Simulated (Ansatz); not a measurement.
# Cl2CoH: the cost of one run

Method: def2-SVP, core rule «outside noble gas», up to 19 orbitals frozen; program: Ansatz 0.2.0, Gaussian basis.

To be run: UHF; CCSD(T) on ROHF; CCSD(T) on UHF; CCSDT(Q) on ROHF; CCSDT(Q) on UHF; CASSCF and MRCISD+Q, 19 electrons in 13 orbitals; CASSCF and NEVPT2, 19 electrons in 13 orbitals.

10 further runs of the same task are left out: 2 for a known fault of the program, 3 that didn't finish, 5 set aside as unsound or not needed. Runs told in other sessions of the task aren't counted.

## (1) The system

The geometry is a PBE0/def2-TZVP stationary point (not a proven minimum) of the parent state, kept for this charge and spin.

4 atoms, charge 1, spin multiplicity 6.

Atoms are counted from 1 here; the program's logs count them from 0.

Bond lengths: Co1–Cl2 2.096 Å, Co1–Cl3 2.096 Å, Co1–H4 1.626 Å. Angles: Cl2–Co1–Cl3 128.9°, Cl2–Co1–H4 115.6°, Cl3–Co1–H4 115.6°.

Coordinates:

```xyz
4

Co    0.00000   -0.47759    0.00000
Cl    0.00000    0.42685   -1.89082
Cl    0.00000    0.42685    1.89082
H     0.00000   -2.10386    0.00000
```

## (2) UHF

The input, in.yaml:

```yaml
crystal:
  periodic: [false, false, false]
  atoms:
    - {symbol: Co, position_ang: [0.000000, -0.477587, 0.000000]}
    - {symbol: Cl, position_ang: [0.000000, 0.426851, -1.890817]}
    - {symbol: Cl, position_ang: [0.000000, 0.426851, 1.890817]}
    - {symbol: H, position_ang: [0.000000, -2.103857, 0.000000]}
basis:
  gaussian: {orbitals: def2-SVP}
total_charge: 1
magnetization: {spin_polarized: true, initial_magnetization: 5}
hamiltonian: {xc: hf}
output: {orbitals: {seedname: orbitals}}
```

Run with:

```bash
$ ansatz run in.yaml --threads 1 --pin off --events-out ev --progress --plain --max-ram 4096MiB --backend cpu
```

**Question.** How long does this run take on 1 thread of AMD EPYC 7R13, shared host, and how much memory does it need?

About 32 s, with a peak of 0.28 GiB.
